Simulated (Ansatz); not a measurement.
# Si16B: the cost of one run

Method: DFT r2SCAN+D3(BJ), plane waves, PAW, scalar-relativistic, collinear spin, in Ansatz 0.2.0.

1 further run of the same task is left out (it didn't finish).

**1. The structure to begin with**

The cell holds 17 atoms (BSi16): a = 7.679 Å, b = 7.679 Å, c = 7.679 Å, α = 60.00°, β = 60.00°, γ = 60.00°.

Its coordinates follow in the input file.

**2. Relaxing end A**

File input.yaml:

```yaml
crystal:
  lattice:
    - [0.0, 5.43, 5.43]
    - [5.43, 0.0, 5.43]
    - [5.43, 5.43, 0.0]
  atoms:
    - { symbol: Si, position: [0.0, 0.0, 0.0] }
    - { symbol: Si, position: [0.125, 0.125, 0.125] }
    - { symbol: Si, position: [0.0, 0.0, 0.5] }
    - { symbol: Si, position: [0.125, 0.125, 0.625] }
    - { symbol: Si, position: [0.0, 0.5, 0.0] }
    - { symbol: Si, position: [0.125, 0.625, 0.125] }
    - { symbol: Si, position: [0.0, 0.5, 0.5] }
    - { symbol: Si, position: [0.125, 0.625, 0.625] }
    - { symbol: Si, position: [0.5, 0.0, 0.0] }
    - { symbol: Si, position: [0.625, 0.125, 0.125] }
    - { symbol: Si, position: [0.5, 0.0, 0.5] }
    - { symbol: Si, position: [0.625, 0.125, 0.625] }
    - { symbol: Si, position: [0.5, 0.5, 0.0] }
    - { symbol: Si, position: [0.625, 0.625, 0.125] }
    - { symbol: Si, position: [0.5, 0.5, 0.5] }
    - { symbol: Si, position: [0.625, 0.625, 0.625] }
    - { symbol: B, position: [0.2460449, 0.7602134, 0.2473095], spin: 1.0 }
magnetization:
  spin_polarized: true
basis:
  ecutwfc: 500.0
kpoints:
  mp_grid: { grid: [2, 2, 2] }
hamiltonian:
  xc: r2scan
  dispersion: d3bj
  pseudopotentials: { kind: paw, azcp: { folder: soft_1 } }
scf:
  occupations: { method: gaussian, width: 0.05 }
  lower_state_search: "off"
relax:
  f_tol: 0.03
  max_steps: 60
  adjacent_minimum: "off"
```

Run with:

```bash
$ ansatz run input.yaml --threads 4 --pin off --max-ram 10240MiB --backend cpu --events-out ev --progress --plain --runs-dir out
```

Q: Estimate wall time and peak memory on 4 threads of Arm Neoverse V1, shared host.

About 2 min, with a peak of 1.7 GiB.
